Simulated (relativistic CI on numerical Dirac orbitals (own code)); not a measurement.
# Ru⁵⁺: L-alpha,beta emission multiplets

Wanted: the shape of the L-alpha,beta emission spectrum of Ru⁵⁺ in 3 surroundings, from the same atomic integrals.

Method: Dirac-Coulomb-Breit CI, KLI orbitals optimised for each configuration, model QED (radiative potential, 1s self-energy scaled to tabulated hydrogen-like ionisation energies), multiplet model of X-ray emission after core ionisation in a parametric crystal field. Code: relativistic CI on numerical Dirac orbitals (own code) version 1.

**1. The system**

```
ion            : Ru⁵⁺ (Ru VI)
nuclear charge : 44
electrons      : 39
configurations : [Kr] 4d3 → [He] 2s2 2p5 3s2 3p6 3d10 4s2 4p6 4d3 → [Ar] 3d9 4s2 4p6 4d3
temperature    : 80 K
widths         : Lorentz 2 eV, Gauss 0.6 eV
surrounding 1  : D4h, 10Dq = 41050, Ds = 1020, Dt = 70 cm⁻¹
surrounding 2  : D3d, 10Dq = 38700, Dsigma = 1160, Dtau = -460 cm⁻¹
surrounding 3  : D3d, 10Dq = 52350, Dsigma = -720, Dtau = 330 cm⁻¹
```

**2. Surrounding 1: D4h, 10Dq = 41050, Ds = 1020, Dt = 70**

Settings, as recorded:

```ini
atom Ru  Z=44  charge=5  electrons=39
nucleus A=102  rms_radius_fm=4.4809
hamiltonian dirac-coulomb  breit=on  qed=on  c_scale=1
orbitals kli  potential=per-configuration
slater_scale 1
correlation none
mixing on
configurations
  [Kr] 4d3
  [He] 2s2 2p5 3s2 3p6 3d10 4s2 4p6 4d3
  [Ar] 3d9 4s2 4p6 4d3
end
emission L-alpha,beta T=80 lorentz=2 gauss=0.6
crystal_field D4h 10Dq=41050 Ds=1020 Dt=70
```

**3. Surrounding 2: D3d, 10Dq = 38700, Dsigma = 1160, Dtau = -460**

The settings differ from step 2 so:

```diff
@@ -13,2 +13,2 @@
 emission L-alpha,beta T=80 lorentz=2 gauss=0.6
-crystal_field D4h 10Dq=41050 Ds=1020 Dt=70
+crystal_field D3d 10Dq=38700 Dsigma=1160 Dtau=-460
```

**4. Surrounding 3: D3d, 10Dq = 52350, Dsigma = -720, Dtau = 330**

The settings differ from step 3 so:

```diff
@@ -13,2 +13,2 @@
 emission L-alpha,beta T=80 lorentz=2 gauss=0.6
-crystal_field D3d 10Dq=38700 Dsigma=1160 Dtau=-460
+crystal_field D3d 10Dq=52350 Dsigma=-720 Dtau=330
```

(Steps that only read results are left out.)

Before running it: what results should come out? Wanted: highest peak, first run; ground spin.

**Answer**, as computed:

| surrounding | ground S | centroid (eV) | spread (eV) | up to four highest peaks (% of the highest), eV |
| --- | --- | --- | --- | --- |
| 1: D4h | 1.50 | 2603.23 | 59.48 | 2561.2 (100), 2686.2 (49) |
| 2: D3d | 1.50 | 2603.23 | 59.48 | 2561.2 (100), 2686.2 (49) |
| 3: D3d | 1.50 | 2603.22 | 59.48 | 2561.2 (100), 2686.0 (48) |

| quantity | value |
| --- | --- |
| highest peak, first run | 2561.2 eV |
| ground spin (effective S from ⟨S²⟩) | 1.50 |

In words: The highest peak stays in place, within the step of the energy grid, in all surroundings. Photon energies are those of the free ion; lines in solids lie some eV away, more where the ion's charge is far from that in the solid.
